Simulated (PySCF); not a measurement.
# Tc²⁺, Tc³⁺: ionisation energies in aug-cc-pwCVQZ-PP with ECP28

Each state of technetium is computed at each level; their differences give the ionisation energy. How far do the methods differ?

Program: PySCF 2.14.0. Level of theory: unrestricted determinants in a Gaussian basis, no spin-orbit coupling in the energies. These are calculated values, not measurements, unless marked.

**1. The atom as given**

```
Element                   : technetium (Z = 43)
Basis                     : aug-cc-pwCVQZ-PP with ECP28MDF (9s9p8d5f4g3h, 180 functions)
Hamiltonian               : scalar relativity through the core potential
State 1                   : Tc²⁺: [Kr] 4d5, high-spin 6S determinant
State 2                   : Tc³⁺: [Kr] 4d4, high-spin 5D determinant
Needed too, but not shown : Tc⁺ [Kr] 4d5 5s1 (7S)
Methods                   : BLYP, MN15
```

The outer shells:

Tc2+ [Kr] 4d5
```
[Kr] core
4d [↑ ][↑ ][↑ ][↑ ][↑ ]
```

Tc3+ [Kr] 4d4
```
[Kr] core
4d [↑ ][↑ ][↑ ][↑ ][  ]
```

One driver process ran all states and methods and kept the integrals in memory. Each run is shown as a PySCF script that sums up its settings (the driver passes frozen orbitals as a list and adds second-order terms of double hybrids); the logs are those of the runs themselves. The driver starts from symmetry-adapted Hartree-Fock orbitals, holds the occupation by maximum overlap and uses a logarithmic radial grid for functionals, so a plain start would take other cycles.

It was started by

```bash
$ OMP_NUM_THREADS=2 python atomrun2.py TASK.json OUT
```

The integrals over 180 functions and the set-up took 9.7 s of CPU time.

**2. Tc²⁺**

Level: BLYP.

The input, input.py:

```python
from pyscf import gto, scf, dft, mp, cc
import basis_set_exchange as bse
txt = bse.get_basis("aug-cc-pwCVQZ-PP", elements=["Tc"], fmt="nwchem", header=False)
cut = txt.index("\nECP")
mol = gto.M(atom="Tc 0 0 0", charge=2, spin=5, symmetry="D2h",
            basis=gto.basis.parse(txt[:cut]),
            ecp={"Tc": gto.basis.parse_ecp(txt[cut:])})
mf = dft.UKS(mol, xc="BLYP")
mf.irrep_nelec = {'Ag': (3, 1), 'B1g': (1, 0), 'B2g': (1, 0), 'B3g': (1, 0), 'B1u': (1, 1), 'B2u': (1, 1), 'B3u': (1, 1)}
mf.kernel()
```

Level: MN15.

input.py differs from the last one in:

```diff
@@ -7,3 +7,3 @@
             ecp={"Tc": gto.basis.parse_ecp(txt[cut:])})
-mf = dft.UKS(mol, xc="BLYP")
+mf = dft.UKS(mol, xc="MN15")
 mf.irrep_nelec = {'Ag': (3, 1), 'B1g': (1, 0), 'B2g': (1, 0), 'B3g': (1, 0), 'B1u': (1, 1), 'B2u': (1, 1), 'B3u': (1, 1)}
```

**3. Tc³⁺**

Level: BLYP.

The input, input.py:

```python
from pyscf import gto, scf, dft, mp, cc
import basis_set_exchange as bse
txt = bse.get_basis("aug-cc-pwCVQZ-PP", elements=["Tc"], fmt="nwchem", header=False)
cut = txt.index("\nECP")
mol = gto.M(atom="Tc 0 0 0", charge=3, spin=4, symmetry="D2h",
            basis=gto.basis.parse(txt[:cut]),
            ecp={"Tc": gto.basis.parse_ecp(txt[cut:])})
mf = dft.UKS(mol, xc="BLYP")
mf.irrep_nelec = {'Ag': (2, 1), 'B1g': (1, 0), 'B2g': (1, 0), 'B3g': (1, 0), 'B1u': (1, 1), 'B2u': (1, 1), 'B3u': (1, 1)}
mf.kernel()
```

Level: MN15.

input.py differs from the last one in:

```diff
@@ -7,3 +7,3 @@
             ecp={"Tc": gto.basis.parse_ecp(txt[cut:])})
-mf = dft.UKS(mol, xc="BLYP")
+mf = dft.UKS(mol, xc="MN15")
 mf.irrep_nelec = {'Ag': (2, 1), 'B1g': (1, 0), 'B2g': (1, 0), 'B3g': (1, 0), 'B1u': (1, 1), 'B2u': (1, 1), 'B3u': (1, 1)}
```

What does the calculation give?

As calculated:

| quantity | value |
| --- | --- |
| ionisation energy, Tc⁺ | UHF 14.242, MN15 15.325 eV; reference 15.26 |
| ionisation energy, Tc²⁺ | UHF 28.806, MN15 29.667 eV; reference 29.55 |

In words: For the first difference the methods span 1.257 eV, from UHF (14.242) to BLYP (15.499). The reference is uncertain or not like for like (spin-orbit coupling or other relativistic terms), so no ranking of close methods is drawn. The basis is finite, and no extrapolation was made.
